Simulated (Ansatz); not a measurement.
# CH5BSe: one species, many methods

One table from this session's results is given with a row withheld; the runs are named, their logs left out.

The runs use Ansatz 0.2.0, Gaussian basis; functionals in def2-TZVPP, the program's frozen cores in correlated methods.

The runs, in order: LDA (SPW92), PBE-D4, revPBE-D4, BLYP-D4, r2SCAN-D4, B97M-V, PBE0-D4, B3LYP-D4, r2SCANh-D4, r2SCAN0-D4, HSE06-D4, BHLYP-D4, CAM-B3LYP-D4, LC-ωPBE, ωB97X-V, ωB97M-V, B2PLYP, PBE-QIDH; CCSD(T)/def2-SVP; CCSD(T)/def2-TZVPP; CCSD(T)/def2-QZVPP; extrapolation to the limit; RPA on PBE.

**The geometry**

The geometry comes from an earlier relaxation with PBE0-D4 in a triple-zeta def2 set; it is a stationary point, not always the lowest conformer.

8 atoms, charge 0, spin multiplicity 1.

Atoms are counted from 1 here; the program's logs count them from 0.

Bond lengths: B1–Se2 1.884 Å, B1–H4 1.193 Å, B1–H5 1.192 Å, Se2–C3 1.951 Å, C3–H6 1.087 Å, C3–H7 1.088 Å, C3–H8 1.088 Å. Angles: Se2–B1–H4 120.5°, Se2–B1–H5 116.2°, H4–B1–H5 123.2°, B1–Se2–C3 102.6°, Se2–C3–H6 108.9°, Se2–C3–H7 108.8°, Se2–C3–H8 108.8°, H6–C3–H7 110.3°, H6–C3–H8 110.3°, H7–C3–H8 109.7°.

The first run:

Contents of in.yaml:

```yaml
crystal:
  periodic: [false, false, false]
  atoms:
    - {symbol: B, position_ang: [-1.140421, 0.539646, -1.085836]}
    - {symbol: Se, position_ang: [-0.312125, -1.066096, -0.551015]}
    - {symbol: C, position_ang: [0.919597, -0.467013, 0.837947]}
    - {symbol: H, position_ang: [-0.842474, 1.574581, -0.573216]}
    - {symbol: H, position_ang: [-1.958395, 0.449120, -1.947559]}
    - {symbol: H, position_ang: [0.826328, 0.610684, 0.949508]}
    - {symbol: H, position_ang: [1.933812, -0.730605, 0.543727]}
    - {symbol: H, position_ang: [0.665877, -0.967419, 1.770643]}
basis:
  gaussian: {orbitals: def2-TZVPP}
hamiltonian: {xc: lda}
output: {orbitals: {seedname: orbitals}}
```

The run is started by

```bash
$ ansatz run in.yaml --threads 2 --pin off --events-out ev --progress --plain --max-ram 32768MiB --backend cpu
```

Among the steps run: LDA; PBE-D4 (GGA); revPBE-D4 (GGA); BLYP-D4 (GGA); r2SCAN-D4 (meta-GGA); B97M-V (meta-GGA); B3LYP-D4 (hybrid); r2SCANh-D4 (hybrid); r2SCAN0-D4 (hybrid); HSE06-D4 (hybrid); BHLYP-D4 (hybrid); CAM-B3LYP-D4 (range-separated); LC-ωPBE (range-separated); ωB97X-V (range-separated); ωB97M-V (range-separated); B2PLYP (double hybrid); PBE-QIDH (double hybrid).

One table of the session follows, with a row left open; its other results are not shown here.

It belongs to the step «Frontier levels by functional». 

| functional | HOMO (eV) | gap (eV) |
| --- | --- | --- |
| LDA (SPW92) | -6.56 | 4.19 |
| PBE-D4 | -6.40 | 4.27 |
| revPBE-D4 | -6.34 | 4.31 |
| BLYP-D4 | -6.21 | 4.25 |
| r2SCAN-D4 | -6.60 | 4.78 |
| B97M-V | -6.63 | 4.77 |
| PBE0-D4 | -7.42 | 6.20 |
| B3LYP-D4 | -7.19 | 5.79 |
| r2SCANh-D4 | -6.99 | 5.48 |
| r2SCAN0-D4 | -7.57 | 6.53 |
| HSE06-D4 | -7.03 | 5.43 |
| BHLYP-D4 | -8.29 | 8.06 |
| CAM-B3LYP-D4 | -8.66 | 8.51 |
| LC-ωPBE | -9.98 | 10.93 |
| ωB97X-V | ? | ? |
| ωB97M-V | -9.55 | 10.23 |

**Question.** Estimate the row for ωB97X-V.

As computed: HOMO (eV): -9.65; gap (eV): 10.53. In the column «HOMO (eV)» it lies between LC-ωPBE (-9.98) and ωB97M-V (-9.55).
